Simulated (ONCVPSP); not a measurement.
# Pseudopotential generation for aluminium: ONCV, PBE

Aim: build the potential from the settings below, then test how well it stands in for the atom: other configurations, scattering, ghost states and the plane-wave cutoff that it needs.

Method: ONCVPSP 4.0.1, PBE, non-relativistic.

### 1 Starting point

The settings as typed:

```
element                 : aluminium (Al, Z = 13)
type                    : optimised norm-conserving Vanderbilt (ONCV)
frozen core             : [Ne]
valence charge          : 3
reference configuration : 3s2 3p1
partial waves           : 3s: rc 2.10 bohr, ncon 3, nbas 6, qcut 3.6 1/bohr, 2 projectors, debl 2.4 Ha; 3p: rc 2.85 bohr, ncon 5, nbas 9, qcut 3.2 1/bohr, 1 projector; d scattering state at 0.45 Ha: rc 2.40 bohr, ncon 4, nbas 8, qcut 3.8 1/bohr, 2 projectors, debl 3.6 Ha
local potential         : polynomial inside 1.50 bohr (lpopt 5, dvloc0 -1 Ha)
core correction         : Teter function fitted to the true core (icmod 2), fcfact 0.5
```

An earlier all-electron run gives the scale for the radii.

All-electron outer shells of the reference configuration (PBE, non-relativistic, ld1.x):

| shell | level (eV) | outermost node (bohr) | outermost maximum (bohr) |
| --- | --- | --- | --- |
| 2s | -107.72 | 0.17 | 0.50 |
| 2p | -69.68 | – | 0.43 |
| 3s | -7.73 | 0.80 | 2.09 |
| 3p | -2.72 | 0.82 | 2.64 |

### 2 Generation

Input file Al.dat:

```
# ATOM AND REFERENCE CONFIGURATION
# atsym  z   nc   nv     iexc    psfile
  Al 13.00    3    2        4      upf
#
#   n    l    f
    1    0    2.00
    2    0    2.00
    2    1    6.00
    3    0    2.00
    3    1    1.00
#
# PSEUDOPOTENTIAL AND OPTIMIZATION
# lmax
    2
#
#   l,   rc,      ep,       ncon, nbas, qcut
    0    2.10    0.00    3    6    3.60
    1    2.85    0.00    5    9    3.20
    2    2.40    0.45    4    8    3.80
#
# LOCAL POTENTIAL
# lloc, lpopt,  rc(5),   dvloc0
    4    5    1.50   -1.00
#
# VANDERBILT-KLEINMAN-BYLANDER PROJECTORs
# l, nproj, debl
    0    2    2.40
    1    1    2.20
    2    2    3.60
#
# MODEL CORE CHARGE
# icmod, fcfact, rcfact
    2    0.50    1.10
#
# LOG DERIVATIVE ANALYSIS
# epsh1, epsh2, depsh
   -2.00    5.00    0.02
#
# OUTPUT GRID
# rlmax, drl
    6.00    0.01
#
# TEST CONFIGURATIONS
# ncnf
    4
# nvcnf
#   n    l    f
    2
    3    0    2.00
    3    1    0.00
#
    2
    3    0    1.00
    3    1    0.00
#
    2
    3    0    2.00
    3    1    0.50
#
    2
    3    0    1.00
    3    1    1.00
#
```

Command:

```bash
oncvpspnr.x < Al.dat > Al.out
```

Before running it: what results should come out? Wanted: cutoffs for 1 and 0.1 mHa per electron, occupied waves; bound ghosts; GHOST(+) flags; largest test error; largest phase difference near zero energy, channels read; rms error of d²Exc/dn², without and with the model core.

**Answer**, as computed:

```
                                                quantity                 value
  cutoffs for 1 and 0.1 mHa per electron, occupied waves     5.0 Ha and 7.5 Ha
                                            bound ghosts            none found
                                          GHOST(+) flags            s at 81 eV
                            largest test error (AE − PS)  +28 meV, for 3s1 3p0
largest phase difference near zero energy, channels read             0.007 rad
 rms error of d²Exc/dn², without and with the model core     1.75 and 1.11 mHa
```

What this shows: The worst unpolarised test, 3s1 3p0, is off by 28 meV on 25.0 eV; by total energies transferability rates as fair. The potential is soft on the atom at that tolerance: the looser tolerance needs 5.0 Ha. At the looser tolerance the 3s wave is the slowest; 3p needs 2 Ha. That counts occupied waves only; other projectors can need more. The program's ghost test flags no bound state. Near zero energy the phases of the channels with partial waves agree within 0.007 rad. The program also flags highly localised states, GHOST(+) (s).
